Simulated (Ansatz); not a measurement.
**Br2FH2NSi: single point from an input written key by key**

Wanted for Br2FH2NSi: a single point from an input written key by key.

All numbers are computed with Ansatz 0.2.0 through its Python package. Level of theory: B3LYP/def2-SVP.

## (1) Starting point

Bond lengths: N1–Si2 1.754 Å, Si2–F3 1.599 Å, Si2–Br4 2.131 Å, Si2–Br5 2.179 Å, N1–H6 0.957 Å, N1–H7 1.003 Å. Angles: N1–Si2–F3 107.9°, N1–Si2–Br4 105.2°, N1–Si2–Br5 110.0°, F3–Si2–Br4 109.8°, F3–Si2–Br5 111.2°, Br4–Si2–Br5 112.4°, Si2–N1–H6 105.5°, Si2–N1–H7 105.7°, H6–N1–H7 110.9°.

No structure file is read: the coordinates are typed or built in the script.

## (2) The code

Input file run_deck.py:

```python
'''Run Br2FH2NSi from an input written out key by key.'''

import ansatz as az
import numpy as np


def main() -> None:
    deck = {
        'crystal': {
            'periodic': [False, False, False],
            'atoms': [
                {'symbol': 'N', 'position_ang': [1.0504, -0.3036, 0.5086]},
                {'symbol': 'Si', 'position_ang': [-0.3294, 0.3239, -0.3748]},
                {'symbol': 'F', 'position_ang': [0.0994, 0.4847, -1.9073]},
                {'symbol': 'Br', 'position_ang': [-1.8337, -1.1755, -0.1983]},
                {'symbol': 'Br', 'position_ang': [-0.9536, 2.231, 0.4744]},
                {'symbol': 'H', 'position_ang': [1.3234, -1.0872, 0.0319]},
                {'symbol': 'H', 'position_ang': [0.7049, -0.5414, 1.4198]},
            ],
        },
        'basis': {'gaussian': {'orbitals': 'def2-SVP'}},
        'hamiltonian': {'xc': 'b3lyp'},
        'output': {'forces': True},
    }
    session = az.Session.from_dict(deck)
    report = session.plan(threads=1).execute().report

    print(f'E = {report["free_energy_ev"]:.6f} eV = {report["free_energy_ev"] / 27.211386246:.7f} Ha')
    print('converged:', report['converged'], ' doubts:', report['published_state_doubts'] or 'none')
    symbols = ['N', 'Si', 'F', 'Br', 'Br', 'H', 'H']
    state = report['mean_field']['state']
    print(f'mean field: {state["energy"]["hartree"]:.7f} Ha, <S^2> = {abs(state["spin_squared"]):.4f}, stability: {state.get("stability", {}).get("kind")}')

    forces = np.array(report['forces_ev_ang'])
    print('largest force', round(float(np.linalg.norm(forces, axis=1).max()), 4), 'eV/A, rms', round(float(np.sqrt((forces ** 2).mean())), 4))
    charges = report['charge_distribution']
    print('dipole moment', round(4.803205 * float(np.linalg.norm(charges['dipole_moment_e_ang'])), 3), 'D')
    print('Mulliken:', [(s, round(q, 3)) for s, q in zip(symbols, charges['mulliken_charges_e'])])


if __name__ == '__main__':
    main()
```

## (3) Running it

Run with:

```sh
python run_deck.py
```

Q: Predict the main results. Wanted: total energy; largest force; dipole moment.

As calculated:

```
     quantity            value
 total energy  -152193.4985 eV
largest force       3.965 eV/Å
dipole moment           1.76 D
```

In words: Forces reach 3.96 eV/Å, so the atoms aren't at rest. Notes:
- The geometry is a force-field or estimated start, not a minimum of this method, and the basis set is short of its limit.
- b3lyp holds the VWN-RPA fit, as in Gaussian; the form of ORCA and Turbomole is b3lyp5.
